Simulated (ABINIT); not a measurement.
## GaGe: band structure with PBEsol

Crystal: GaGe.

```xyz
2
Lattice="0.0000 2.8978 2.8978 2.8978 0.0000 2.8978 2.8978 2.8978 0.0000" Properties=species:S:1:pos:R:3 pbc="T T T"
Ge    0.0000    0.0000    0.0000
Ga    1.4489    1.4489    1.4489
```

The cell comes from a database or a generator and needn't be the stable form of this composition.

```json
{"Program": "ABINIT 10.8.3 (patched build)", "Task": "band structure", "Functional": "PBEsol", "Potentials or basis": "PseudoDojo NC SR PBEsol v0.4.1 standard", "Cutoff": "1088 eV", "k mesh": "8 × 8 × 8", "Occupations": "fermi-dirac, width 0.05 eV", "Spin": "no spin polarisation"}
```

```yaml
Pressure: -2.3 GPa
Band_gap_on_the_k_mesh: none (metal or under the smearing width)
Valence_electrons_inside_the_program's_atomic_spheres: Ge 11.52; Ga 10.82
```

Levels at the corners of the path, in eV from the Fermi level:
| point | band 12 | band 13 | band 14 | band 15 | band 16 | band 17 |
| --- | --- | --- | --- | --- | --- | --- |
| Γ | 1.69 | 1.69 | 1.69 | 2.03 | 4.35 | 4.35 |
| X | -5.82 | -1.25 | -1.25 | 2.26 | 2.37 | 11.00 |
| W | -5.66 | -2.17 | -2.06 | 5.75 | 5.76 | 6.11 |
| K | -5.60 | -2.54 | -0.82 | 2.73 | 5.55 | 8.69 |
| Γ | 1.69 | 1.69 | 1.69 | 2.03 | 4.35 | 4.35 |
| L | -5.39 | 0.39 | 0.39 | 2.02 | 5.32 | 5.32 |
| U | -5.60 | -2.54 | -0.82 | 2.73 | 5.55 | 8.69 |
| W | -5.66 | -2.17 | -2.06 | 5.75 | 5.76 | 6.11 |
| L | -5.39 | 0.39 | 0.39 | 2.02 | 5.32 | 5.32 |
| K | -5.60 | -2.54 | -0.82 | 2.73 | 5.55 | 8.69 |

It took 3.4 min on 1 thread of AMD EPYC 9R45 96-Core Processor (Zen 5), with other jobs on the host, peak memory 0.28 GiB.
